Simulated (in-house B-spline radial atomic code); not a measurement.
# Mo⁴⁺: a fraction of an electron removed from 3d

Aim: the energy of Mo⁴⁺ as a fraction of an electron is removed from 3d, to see how far it bends away from a straight line.

Method: non-relativistic exchange-only LDA (Slater), spin-polarised, spherical fractional occupations, point nucleus, basis-set limit. Code: in-house B-spline radial atomic code version 1.

## 1. The system

* element: molybdenum (Z = 42)
* charge: +4
* electrons: 38
* configuration: [Kr] 4d2
* Hamiltonian: non-relativistic
* nucleus: point

The outer shells:

[Kr] 4d2
```
[Kr] core
4d [↑ ][↑ ][  ][  ][  ]
```

Where spins are not typed, each open shell is filled with up spins first.

## 2. The start, at fraction 0

Settings, as recorded:

```ini
Z = 42
electrons = 38.0
configuration = [Kr] 4d2
hamiltonian = nr
method = lda,
spin_polarised = True
```

## 3. 0.04 electron removed from 3d

Settings, as recorded:

```ini
Z = 42
electrons = 37.96
configuration = [Ar] 3d9.96 4s2 4p6 4d2
hamiltonian = nr
method = lda,
spin_polarised = True
```

## 4. 0.24 electron removed from 3d

Settings, as recorded:

```ini
Z = 42
electrons = 37.76
configuration = [Ar] 3d9.76 4s2 4p6 4d2
hamiltonian = nr
method = lda,
spin_polarised = True
```

## 5. 0.35 electron removed from 3d

Settings, as recorded:

```ini
Z = 42
electrons = 37.65
configuration = [Ar] 3d9.65 4s2 4p6 4d2
hamiltonian = nr
method = lda,
spin_polarised = True
```

## 6. 0.47 electron removed from 3d

Settings, as recorded:

```ini
Z = 42
electrons = 37.53
configuration = [Ar] 3d9.53 4s2 4p6 4d2
hamiltonian = nr
method = lda,
spin_polarised = True
```

## 7. 0.5 electron removed from 3d

Settings, as recorded:

```ini
Z = 42
electrons = 37.5
configuration = [Ar] 3d9.5 4s2 4p6 4d2
hamiltonian = nr
method = lda,
spin_polarised = True
```

## 8. 0.52 electron removed from 3d

Settings, as recorded:

```ini
Z = 42
electrons = 37.480000000000004
configuration = [Ar] 3d9.48 4s2 4p6 4d2
hamiltonian = nr
method = lda,
spin_polarised = True
```

## 9. 0.72 electron removed from 3d

Settings, as recorded:

```ini
Z = 42
electrons = 37.28
configuration = [Ar] 3d9.28 4s2 4p6 4d2
hamiltonian = nr
method = lda,
spin_polarised = True
```

## 10. 0.82 electron removed from 3d

Settings, as recorded:

```ini
Z = 42
electrons = 37.18
configuration = [Ar] 3d9.18 4s2 4p6 4d2
hamiltonian = nr
method = lda,
spin_polarised = True
```

## 11. 0.98 electron removed from 3d

Settings, as recorded:

```ini
Z = 42
electrons = 37.019999999999996
configuration = [Ar] 3d9.02 4s2 4p6 4d2
hamiltonian = nr
method = lda,
spin_polarised = True
```

## 12. 1 electron removed from 3d

Settings, as recorded:

```ini
Z = 42
electrons = 37.0
configuration = [Ar] 3d9 4s2 4p6 4d2
hamiltonian = nr
method = lda,
spin_polarised = True
```

Before running: How does the energy change with the fraction, and which way and how far does it bend from the straight line between the ends?

As calculated:

| fraction | energy change (eV) | less the straight line (eV) | level 3d down (eV) | sum of <r²> (bohr²) |
| --- | --- | --- | --- | --- |
| 0 | 0.0000 | 0.0000 | -271.51 | 22.076 |
| 0.04 | 10.8903 | -0.7336 | -273.01 | 21.969 |
| 0.24 | 66.2457 | -3.4974 | -280.56 | 21.456 |
| 0.35 | 97.3377 | -4.3711 | -284.75 | 21.185 |
| 0.47 | 131.7837 | -4.7966 | -289.35 | 20.899 |
| 0.5 | 140.4816 | -4.8166 | -290.51 | 20.829 |
| 0.52 | 146.2995 | -4.8106 | -291.28 | 20.782 |
| 0.72 | 205.3299 | -3.8996 | -299.04 | 20.329 |
| 0.82 | 235.4289 | -2.8601 | -302.95 | 20.111 |
| 0.98 | 284.4036 | -0.3809 | -309.25 | 19.773 |
| 1 | 290.5964 | 0.0000 | -310.04 | 19.731 |

What this shows: From fraction 0 to 1 the energy changes by 290.596 eV. It sags under the straight line by up to 4.82 eV (at 0.5). Slater's transition state, the slope from the orbital energy at fraction 0.5 (Janak's theorem), gives 290.509 eV for the whole step.
